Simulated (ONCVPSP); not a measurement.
# Copper: generating and testing an ONCV potential

Do these settings give a usable potential? It is generated, then checked for transferability, scattering, ghosts and hardness.

Method: ONCVPSP 4.0.1.1 (patched build), PBE, scalar-relativistic.

### 1 Starting point

The settings as typed:

- element: copper (Cu, Z = 29)
- type: optimised norm-conserving Vanderbilt (ONCV)
- frozen core: [Ar]
- valence charge: 11
- reference configuration: 3d10 4s1
- partial waves: 4s: rc 2.40 bohr, ncon 3, nbas 7, qcut 2.9 1/bohr, 1 projector; p scattering state at 0.29 Ha: rc 2.30 bohr, ncon 3, nbas 6, qcut 3.7 1/bohr, 2 projectors, debl 0.4 Ha; 3d: rc 1.00 bohr, ncon 3, nbas 8, qcut 17.3 1/bohr, 2 projectors, debl 3.6 Ha
- local potential: polynomial inside 0.90 bohr (lpopt 5, dvloc0 0 Ha)
- core correction: Teter function fitted to the true core (icmod 2), fcfact 0.35

The outer shells as boxes (Hund's rule for the drawing; the calculation is spin-unpolarised):

```
[Ar] core
3d [↑↓][↑↓][↑↓][↑↓][↑↓]
4s [↑ ]
```

The nodes and maxima of the atom's own shells, from an earlier all-electron run, set the scale for the radii.

All-electron outer shells of the reference configuration (PBE, scalar-relativistic, ld1.x):

```csv
shell,level (eV),outermost node (bohr),outermost maximum (bohr)
3p,-72.14,0.26,0.62
3d,-5.04,–,0.60
4s,-4.61,0.89,2.27
4p,-0.70,0.97,3.65
```

### 2 Generation

Contents of Cu.dat:

```
# ATOM AND REFERENCE CONFIGURATION
# atsym  z   nc   nv     iexc    psfile
  Cu 29.00    5    2        4      upf
#
#   n    l    f
    1    0    2.00
    2    0    2.00
    2    1    6.00
    3    0    2.00
    3    1    6.00
    3    2   10.00
    4    0    1.00
#
# PSEUDOPOTENTIAL AND OPTIMIZATION
# lmax
    2
#
#   l,   rc,      ep,       ncon, nbas, qcut
    0    2.40    0.00    3    7    2.90
    1    2.30    0.29    3    6    3.70
    2    1.00    0.00    3    8   17.30
#
# LOCAL POTENTIAL
# lloc, lpopt,  rc(5),   dvloc0
    4    5    0.90    0.00
#
# VANDERBILT-KLEINMAN-BYLANDER PROJECTORs
# l, nproj, debl
    0    1    1.40
    1    2    0.40
    2    2    3.60
#
# MODEL CORE CHARGE
# icmod, fcfact, rcfact
    2    0.35    1.15
#
# LOG DERIVATIVE ANALYSIS
# epsh1, epsh2, depsh
   -2.00    5.00    0.02
#
# OUTPUT GRID
# rlmax, drl
    6.00    0.01
#
# TEST CONFIGURATIONS
# ncnf
    4
# nvcnf
#   n    l    f
    2
    3    2   10.00
    4    0    0.00
#
    2
    3    2    9.00
    4    0    0.00
#
    2
    3    2    8.00
    4    0    0.00
#
    2
    3    2    9.00
    4    0    2.00
#
```

Run with:

```console
$ oncvpsp.x < Cu.dat > Cu.out
```

**Question.** What will these runs give? Wanted: cutoffs for 1 and 0.1 mHa per electron, occupied waves; bound ghosts; GHOST(+) flags; largest test error; largest phase difference near zero energy, channels read; rms error of d²Exc/dn², without and with the model core.

The runs gave:

| quantity | value |
| --- | --- |
| cutoffs for 1 and 0.1 mHa per electron, occupied waves | 106 Ha and 122 Ha |
| bound ghosts | s at -131.71 eV |
| GHOST(+) flags | p at 45 eV |
| largest test error (AE − PS) | -71 meV, for 3d9 4s0 (1 test unsolved) |
| largest phase difference near zero energy, channels read | 0.008 rad |
| rms error of d²Exc/dn², without and with the model core | 7.73 and 3.70 mHa |

In words: A bound ghost (s) makes it unfit for use: electrons can fall into a state that the atom doesn't have. The worst unpolarised test, 3d9 4s0, is off by 71 meV on 29.5 eV; by total energies transferability rates as fair where solved. Of the tests 1 gave no usable energy difference, which is a warning in itself. The potential is very hard: the looser tolerance needs 106 Ha. At the looser tolerance the 3d wave is the slowest; 4s needs 4 Ha. Near zero energy the phases of the channels with partial waves agree within 0.008 rad. The program also flags highly localised states, GHOST(+) (p). These are tests on the free atom; a crystal test is still owed.
